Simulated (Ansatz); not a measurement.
# B10P11: the cost of one run

Program: Ansatz 0.2.0. Level of theory: DFT PBE, scalar-relativistic, plane waves, PAW. These are calculated values, not measurements.

## (1) Starting point

The cell holds 21 atoms (B10P11): a = 6.738 Å, b = 6.605 Å, c = 6.544 Å, α = 91.97°, β = 91.16°, γ = 90.87°.

It is the last frame of an earlier stage of the same melt, run at 4000 K.

Its coordinates follow in the input file.

## (2) A single point on the frame at 4000 K

The electrons keep the Fermi-Dirac width of that temperature.

Input file input.yaml:

```yaml
crystal:
  lattice:
    - [6.737524, -0.051247, -0.067687]
    - [-0.051247, 6.604302, -0.11354]
    - [-0.067687, -0.11354, 6.542787]
  atoms:
    - { symbol: B, position: [0.266493384, 0.1675043139, 0.3312853286] }
    - { symbol: B, position: [0.426996169, 0.0872561253, 0.5221159059] }
    - { symbol: B, position: [0.4792169918, 0.8991138975, 0.9945289031] }
    - { symbol: B, position: [0.6114219828, 0.8331345675, 0.5953492752] }
    - { symbol: B, position: [0.3219547722, 0.3356808021, 0.1500808358] }
    - { symbol: B, position: [0.3587243663, 0.6837890408, 0.3288314408] }
    - { symbol: B, position: [0.5818953731, 0.783024343, 0.3766475244] }
    - { symbol: B, position: [0.8426991135, 0.6429025752, 0.8045841771] }
    - { symbol: B, position: [0.4418671969, 0.4056372598, 0.4236396028] }
    - { symbol: B, position: [0.1046860781, 0.7768162009, 0.2588229745] }
    - { symbol: P, position: [0.9015402196, 0.9107548278, 0.7117096458] }
    - { symbol: P, position: [0.0561119157, 0.4883072338, 0.1854120349] }
    - { symbol: P, position: [0.6116023942, 0.5583324618, 0.863412175] }
    - { symbol: P, position: [0.5614755726, 0.1966641511, 0.130902507] }
    - { symbol: P, position: [0.7321751873, 0.9993876653, 0.9802329335] }
    - { symbol: P, position: [0.2573644627, 0.6316616426, 0.6186288416] }
    - { symbol: P, position: [0.6560580622, 0.2600804915, 0.5126235695] }
    - { symbol: P, position: [0.3119255329, 0.0203738632, 0.7956990321] }
    - { symbol: P, position: [0.792889681, 0.6755188685, 0.2114135184] }
    - { symbol: P, position: [0.9517412166, 0.4054909575, 0.4778499335] }
    - { symbol: P, position: [0.0387191713, 0.0195362353, 0.3723047799] }
basis:
  ecutwfc: 420
kpoints:
  mp_grid: { grid: [4, 4, 4] }
hamiltonian:
  xc: pbe
scf:
  occupations: { method: fermi_dirac, width: 0.3447 }
output:
  forces: true
  stress: true
  eigenvalues: true
  populations: true
  write_density: true
  write_potential: true
  elf: true
  volumetric_format: npy
```

Launch:

```bash
> ansatz run input.yaml --threads 2 --pin off --max-ram 5120MiB --backend cpu --events-out ev --progress --plain --runs-dir out
```

**Question.** How long does this run take on 2 threads of Intel Xeon 6975P-C (Granite Rapids), shared host, and how much memory does it need?

About 26 s, with a peak of 0.89 GiB.
